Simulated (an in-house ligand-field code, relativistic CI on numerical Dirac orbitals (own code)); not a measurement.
# d3 in a ligand field: terms for several parameter sets

Which terms of d3 lie lowest for given Racah parameters, spin-orbit constant and ligand field?

Method: parametric ligand-field model of a d^n configuration (Racah B and C, spin-orbit zeta, crystal field), exact diagonalisation. Code: an in-house ligand-field code version 1.

### Step 1. The system

| Item | Value |
| --- | --- |
| shell | d3 |
| set 1 (cm⁻¹) | B = 700, C = 3230, ζ = 600, Oh, 10Dq = 15500 |
| set 2 (cm⁻¹) | B = 390, C = 1670, ζ = 1050, Td, 10Dq = -13750 |
| set 3 (cm⁻¹) | B = 870, C = 3480, ζ = 3950, Td, 10Dq = -9050 |
| set 4 (cm⁻¹) | B = 1010, C = 3580, ζ = 1850, Td, 10Dq = -8200 |
| set 5 (cm⁻¹) | B = 820, C = 3280, ζ = 3700, Oh, 10Dq = 33950 |
| set 6 (cm⁻¹) | B = 830, C = 3380, ζ = 170, Oh, 10Dq = 33450 |
| set 7 (cm⁻¹) | B = 640, C = 3290, ζ = 330, Oh, 10Dq = 25100 |
| set 8 (cm⁻¹) | B = 820, C = 4010, ζ = 450, Oh, 10Dq = 20050 |

### Step 2. Set 1

Settings, as recorded:

```ini
n = 3
racah_B = 700  # cm-1
racah_C = 3230  # cm-1
zeta = 600  # cm-1
symmetry = Oh
field = {"10Dq": 15500}  # cm-1
```

### Step 3. Set 2

Settings, as recorded:

```ini
n = 3
racah_B = 390  # cm-1
racah_C = 1670  # cm-1
zeta = 1050  # cm-1
symmetry = Td
field = {"10Dq": -13750}  # cm-1
```

### Step 4. Set 3

Settings, as recorded:

```ini
n = 3
racah_B = 870  # cm-1
racah_C = 3480  # cm-1
zeta = 3950  # cm-1
symmetry = Td
field = {"10Dq": -9050}  # cm-1
```

### Step 5. Set 4

Settings, as recorded:

```ini
n = 3
racah_B = 1010  # cm-1
racah_C = 3580  # cm-1
zeta = 1850  # cm-1
symmetry = Td
field = {"10Dq": -8200}  # cm-1
```

### Step 6. Set 5

Settings, as recorded:

```ini
n = 3
racah_B = 820  # cm-1
racah_C = 3280  # cm-1
zeta = 3700  # cm-1
symmetry = Oh
field = {"10Dq": 33950}  # cm-1
```

### Step 7. Set 6

Settings, as recorded:

```ini
n = 3
racah_B = 830  # cm-1
racah_C = 3380  # cm-1
zeta = 170  # cm-1
symmetry = Oh
field = {"10Dq": 33450}  # cm-1
```

### Step 8. Set 7

Settings, as recorded:

```ini
n = 3
racah_B = 640  # cm-1
racah_C = 3290  # cm-1
zeta = 330  # cm-1
symmetry = Oh
field = {"10Dq": 25100}  # cm-1
```

### Step 9. Set 8

Settings, as recorded:

```ini
n = 3
racah_B = 820  # cm-1
racah_C = 4010  # cm-1
zeta = 450  # cm-1
symmetry = Oh
field = {"10Dq": 20050}  # cm-1
```

(Steps that only read results are left out.)

Before running it: what results should come out? Wanted: lowest spin-orbit levels; sets at their largest spin, of those that allow S over 1.

**Answer**, as computed:

| set | 10Dq/B (size) | lowest | S | electrons in z² and x²-y² | next level (cm⁻¹) |
| --- | --- | --- | --- | --- | --- |
| 1: Oh | 22.1 | G8 | 1.50 | 0.00 | G8 14375 |
| 2: Td | 35.3 | G8 | 0.59 | 2.90 | G7 5525 |
| 3: Td | 10.4 | G8 | 1.38 | 1.84 | G7 4002 |
| 4: Td | 8.1 | G8 | 1.47 | 1.86 | G7 1043 |
| 5: Oh | 41.4 | G8 | 1.47 | 0.03 | G8 14995 |
| 6: Oh | 40.3 | G8 | 1.50 | 0.00 | G8 16547 |
| 7: Oh | 39.2 | G8 | 1.50 | 0.00 | G8 14808 |
| 8: Oh | 24.5 | G8 | 1.50 | 0.00 | G8 17952 |

```
                                                quantity                                                   value
                                lowest spin-orbit levels  1: G8, 2: G8, 3: G8, 4: G8, 5: G8, 6: G8, 7: G8, 8: G8
sets at their largest spin, of those that allow S over 1                                     1, 3, 4, 5, 6, 7, 8
```

**Reading.** 7 of 8 sets have the highest spin that their shell allows, S = 3/2. A negative 10Dq stands for a tetrahedral field. With spin-orbit coupling the labels are those of spin-orbit levels, not of terms, and S is an average from the expectation value of its square. B, C and the field are free parameters here, not those of a compound.
